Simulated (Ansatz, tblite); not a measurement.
# BiMe2Br (C2H6BiBr): removing an electron

An exercise on one series of results from a longer session: the logs are not shown, and one member is left open.

The runs use Ansatz 0.2.0, Gaussian basis; as each input shows.

Levels to be run: charge +1 doublet, at the geometry of the singlet (PBE0-D4/def2-TZVP, PBE-D4/def2-TZVP, r2SCAN-D4/def2-TZVP, CCSD(T)/def2-SVP); charge +1 doublet, relaxed (PBE0-D4/def2-TZVP, PBE-D4/def2-TZVP); the starting singlet's energies come from earlier runs.

## The structure

The geometry is that of the singlet, from an earlier relaxation (PBE0-D4/def2-SVP).

10 atoms, charge 0, spin multiplicity 1.

Atoms are counted from 1 here; the program's logs count them from 0.

Bond lengths: Bi1–C2 2.266 Å, Bi1–C6 2.266 Å, Bi1–Br10 2.639 Å, C2–H3 1.098 Å, C2–H4 1.099 Å, C2–H5 1.101 Å, C6–H7 1.098 Å, C6–H8 1.098 Å, C6–H9 1.100 Å. Angles: C2–Bi1–C6 92.3°, C2–Bi1–Br10 94.0°, C6–Bi1–Br10 94.0°, Bi1–C2–H3 108.3°, Bi1–C2–H4 109.6°, Bi1–C2–H5 108.9°, H3–C2–H4 109.9°, H3–C2–H5 110.1°, H4–C2–H5 110.0°, Bi1–C6–H7 109.5°, Bi1–C6–H8 108.4°, Bi1–C6–H9 109.0°, H7–C6–H8 109.9°, H7–C6–H9 109.9°, H8–C6–H9 110.1°.

Bi takes a core potential in the def2 sets. No spin-orbit coupling is included.

The first run:

in.yaml reads:

```yaml
crystal:
  periodic: [false, false, false]
  atoms:
    - {symbol: Bi, position_ang: [-0.323607, -0.557176, 1.247480]}
    - {symbol: C, position_ang: [1.579306, -0.530782, 0.017581]}
    - {symbol: H, position_ang: [1.305414, -0.603147, -1.043575]}
    - {symbol: H, position_ang: [2.211830, -1.383540, 0.300031]}
    - {symbol: H, position_ang: [2.113503, 0.412569, 0.207744]}
    - {symbol: C, position_ang: [-1.255702, 1.094069, 0.006909]}
    - {symbol: H, position_ang: [-2.320763, 1.184860, 0.259515]}
    - {symbol: H, position_ang: [-1.143705, 0.835987, -1.054505]}
    - {symbol: H, position_ang: [-0.736915, 2.040095, 0.223545]}
    - {symbol: Br, position_ang: [-1.429360, -2.492916, -0.164714]}
basis:
  gaussian: {orbitals: def2-SVP}
total_charge: 1
magnetization: {spin_polarized: true, initial_magnetization: 1}
hamiltonian: {xc: pbe0, dispersion: d4}
output: {orbitals: {seedname: orbitals}}
```

Started as:

```console
> ansatz run in.yaml --threads 4 --pin off --events-out ev --progress --plain --max-ram 3916MiB
```

Among the steps run: Charge +1 doublet at the fixed geometry, first pass, PBE0-D4/def2-SVP; Charge +1 doublet at the fixed geometry, PBE0-D4/def2-TZVP; Charge +1 doublet at the fixed geometry, PBE-D4/def2-TZVP; Charge +1 doublet at the fixed geometry, r2SCAN-D4/def2-TZVP; Charge +1 doublet at the fixed geometry, CCSD(T)/def2-SVP.

One table of the session follows, with a row left open; its other results are not shown here.

It belongs to the step «Vertical ionisation energy». 

| method | vertical ionisation energy (eV) |
| --- | --- |
| HF/def2-SVP | 8.43 |
| PBE-D4/def2-TZVP | 8.69 |
| r2SCAN-D4/def2-TZVP | 8.82 |
| PBE0-D4/def2-TZVP | 8.93 |
| MP2/def2-SVP | ? |
| CCSD/def2-SVP | 8.87 |
| CCSD(T)/def2-SVP | 8.80 |

**Question.** Estimate the row for MP2/def2-SVP.

As computed: vertical ionisation energy (eV): 9.01. In the column «vertical ionisation energy (eV)» it is the highest.
